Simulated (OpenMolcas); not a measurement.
# Os⁵⁺ among point charges: CASSCF and CASPT2 levels and susceptibility

How does a field of 4 point charges split the states of Os⁵⁺, and what χT follows?

The numbers are computed with OpenMolcas 26.06 (state-averaged CASSCF and CASPT2, spin-orbit coupling by RASSI with atomic mean-field integrals), except any that are marked as measured or tabulated.

**1. What is computed**

* Species: Os⁵⁺ (osmium, Z = 76, 71 electrons)
* Basis: ANO-RCC-VDZP [7s6p4d2f1g], 68 functions
* Scalar Hamiltonian: DKH2, point nucleus
* Inactive shells: 1s 2s 2p 3s 3p 3d 4s 4p 4d 4f 5s 5p
* Active space: 3 electrons in 5 orbitals (5d)
* Some configurations of this space: 5d3
* Orbitals: optimised for each spin and parity, averaged over all roots

The outer shells:

5d3
```
5d [↑ ][↑ ][↑ ][  ][  ]
```

The ion sits among 4 point charges of -1.5 e arranged as a square (D4h), 1.85 Å from the ion.

Each step is its own input file, run in one work folder so that later steps find the files of earlier ones. Labels, J, g values, rates, χT and fits are worked out afterwards by a script from the matrices that RASSI stores. The input lists half of the charges; inversion (Group=XYZ) makes the rest.

**2. GATEWAY and SEWARD: basis and integrals**

The input, a.inp:

```
&GATEWAY
Coord
1

Os 0.0 0.0 0.0
Basis=ANO-RCC-VDZP
Group=XYZ
NoMove
AngMom=0.0 0.0 0.0
AMFI
XField
2 Angstrom 0
1.850000 0.000000 0.000000 -1.500000
0.000000 1.850000 0.000000 -1.500000
&SEWARD
```

Started as:

```bash
$ OMP_NUM_THREADS=1 MOLCAS_MEM=1689 MOLCAS_PROJECT=a pymolcas a.inp > a.log
```

**3. Reference wave functions, quartets of even parity, 10 roots**

The input, a.inp:

```
&RASSCF
FileOrb=start.orb
Symmetry=1
Spin=4
nActEl=3 0 0
Inactive=15 19
Ras2=5 0
CIRoot=10 10 1
SDav=10
CIMx=300
Iter=120 100
PrWF=0.3
OrbListing=Nothing
MaxOrb=0
>>> COPY $Project.JobIph JOB001
```

start.orb holds the contracted functions of the basis, ordered by shell, or the orbitals of the step before.

**4. Reference wave functions, doublets of even parity, 40 roots**

The input, a.inp:

```
&RASSCF
FileOrb=start.orb
Symmetry=1
Spin=2
nActEl=3 0 0
Inactive=15 19
Ras2=5 0
CIRoot=40 40 1
SDav=40
CIMx=300
Iter=120 100
PrWF=0.3
OrbListing=Nothing
MaxOrb=0
>>> COPY $Project.JobIph JOB002
```

**5. RASSI: spin-orbit coupling between the states**

The input, a.inp:

```
&RASSI
NrOfJobIphs=2 10 40
1 2 3 4 5 6 7 8 9 10
1 2 3 4 5 6 7 8 9 10 11 12 13 14 15 16 17 18 19 20 21 22 23 24 25 26 27
28 29 30 31 32 33 34 35 36 37 38 39 40
IphNames
JOB001
JOB002
EJob
SpinOrbit
DIPRint=1.0
SOCoupling=1000.0
Subsets=2
Property=9
'ANGMOM' 1 'ANGMOM' 2 'ANGMOM' 3 'MLTPL  1' 1 'MLTPL  1' 2 'MLTPL  1' 3
'AMFI' 1 'AMFI' 2 'AMFI' 3
SOProperty=3
'ANGMOM' 1 'ANGMOM' 2 'ANGMOM' 3
```

**6. CASPT2: IPEA 0.25, imaginary shift 0.1 (closed shells correlated: 5s 5p)**

The input, a.inp:

```
>>> COPY JOB001 $Project.JobIph
&CASPT2
Multistate=10 1 2 3 4 5 6 7 8 9 10
NoMult
Frozen=14 16
IPEA=0.25
Imaginary=0.1
MaxIter=60
WThr=0.0 0.3 0.05
PrWF=0.5
NoMix
>>> COPY JOB002 $Project.JobIph
&CASPT2
Multistate=40 1 2 3 4 5 6 7 8 9 10 11 12 13 14 15 16 17 18 19 20 21 22
23 24 25 26 27 28 29 30 31 32 33 34 35 36 37 38 39 40
NoMult
Frozen=14 16
IPEA=0.25
Imaginary=0.1
MaxIter=60
WThr=0.0 0.3 0.05
PrWF=0.5
NoMix
```

(Steps that only read results are left out.)

Before running it: what results should come out? Wanted: spin-free ground state; first state of the same spin within the active space; lowest level; next level.

As calculated:

| quantity | value |
| --- | --- |
| method | SS-CASPT2, IPEA 0.25, imaginary shift 0.1 (closed shells correlated: 5s 5p) |
| spin-free ground state | 4A2, 1-fold in its orbital part |
| first state of the same spin within the active space | 4E at 5720 cm⁻¹ |
| lowest level | 2-fold E3/2, g = 0.27, 0.27, 2.47 |
| next level | 3215.3 cm⁻¹ |
| χT at 300 K | 0.23 cm³ K/mol |
| effective moment at 300 K | 1.36 μB |

Cost by method:

```
                                              method  time of its own steps  time with the reference
                                           A. CASSCF                  8.9 s                    8.9 s
B. SS-CASPT2, IPEA 0.25, imaginary shift 0.1, +5s 5p                  4.4 s                     13 s
```

Times are of one thread on a shared host.

In words: The spin-free ground state (4A2) comes to 63 % from free-ion P terms and keeps the highest spin of the shell. χT at 300 K is 0.23, against 1.88 cm³ K/mol for the spin alone, so spin-orbit coupling lowers it. The field of point charges can differ much from that of real complexes. This is an electrostatic model: the charges have no orbitals.
